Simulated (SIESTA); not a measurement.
Write the native input for SIESTA 5.4.2 that does the following.

| Item | Value |
| --- | --- |
| Task | density of states |
| Functional | PBEsol |
| Potentials or basis | PseudoDojo 0.4 stringent (PBEsol files, fully relativistic) |
| Basis | DZ (energy shift 0.002 Ry) |
| Grid cutoff | 1000 Ry |
| Energy shift | 0.002 Ry |
| k mesh | 6 × 6 × 4 |
| Occupations | fermi-dirac, width 0.05 eV |
| Spin | non-collinear spin, ferromagnetic start, spin-orbit coupling |
| Starting moments | [[0.707, 0.707, 0.0], [0.0, 0.0, 0.0]] μB |
| broadening (eV) | 0.05 eV |
| window from (eV) | -15 eV |
| window to (eV) | 10 eV |
| energy points | 201 |
| k mesh for the DOS | 9 × 9 × 6 |

OsI:

```
Os I
1.0
     1.95292   -2.79124    0.00000
     1.95292    2.79124    0.00000
     0.00000    0.00000    5.47039
Os I
1 1
Cartesian
  1.9529 0.0000 2.7352
  0.0000 0.0000 0.0000
```

The cell was built by a generator and needn't be a form met in nature.

One way to write it, as run:

OsI.fdf

```
SystemName                      OsI
SystemLabel                     OsI
NumberOfSpecies                 2
NumberOfAtoms                   2
%block ChemicalSpeciesLabel
  1  76 Os
  2  53 I
%endblock ChemicalSpeciesLabel

LatticeConstant                 1.0 Ang
%block LatticeVectors
     1.9529164700    -2.7912443400     0.0000000000
     1.9529164700     2.7912443400     0.0000000000
     0.0000000000     0.0000000000     5.4703896700
%endblock LatticeVectors
AtomicCoordinatesFormat         Ang
%block AtomicCoordinatesAndAtomicSpecies
     1.9529164700     0.0000000000     2.7351948350  1
     0.0000000000     0.0000000000     0.0000000000  2
%endblock AtomicCoordinatesAndAtomicSpecies

%block kgrid.MonkhorstPack
    6   0   0  0.0
    0   6   0  0.0
    0   0   4  0.0
%endblock kgrid.MonkhorstPack
XC.Functional                   GGA
XC.Authors                      PBEsol
PAO.BasisSize                   DZ
PAO.EnergyShift                 0.002 Ry
Mesh.Cutoff                     1000 Ry
Spin                            spin-orbit
%block DM.InitSpin
    1   1.000    90.00    45.00
    2   0.000     0.00     0.00
%endblock DM.InitSpin
WriteOrbMom                     true
OccupationFunction              FD
ElectronicTemperature           0.05 eV
MaxSCFIterations                200
SCF.MustConverge                false
SCF.Mixer.Method                Pulay
SCF.Mixer.Weight                0.1
SCF.Mixer.History               10
SCF.DM.Tolerance                5.0e-05
SCF.H.Tolerance                 1.0e-03 eV
WriteForces                     true
Charge.Mulliken                 end
%block ProjectedDensityOfStates
  EF -15.0 10.0 0.05 201 eV
%endblock ProjectedDensityOfStates
%block PDOS.kgrid.MonkhorstPack
    9   0   0  0.0
    0   9   0  0.0
    0   0   6  0.0
%endblock PDOS.kgrid.MonkhorstPack
```

Potentials or basis: PseudoDojo 0.4 stringent (PBEsol files, fully relativistic), DZ (energy shift 0.002 Ry).

Command:

```bash
$ siesta < OsI.fdf > OsI.out 2>&1
```

Results of the run:

```
Pressure               : -14.9 GPa
Band gap on the k mesh : none (metal or under the smearing width)
Net moment             : 2.39 μB per cell
```

Caveat: the basis has no polarisation orbitals; semicore shells carry a single zeta, which can move pressures by several GPa and volumes by a few percent; the basis of atomic orbitals isn't converged, which shifts pressures, moduli and gaps.

It took 4.3 min on 1 thread of Arm Neoverse V1, on a shared host, peak memory 0.34 GiB.
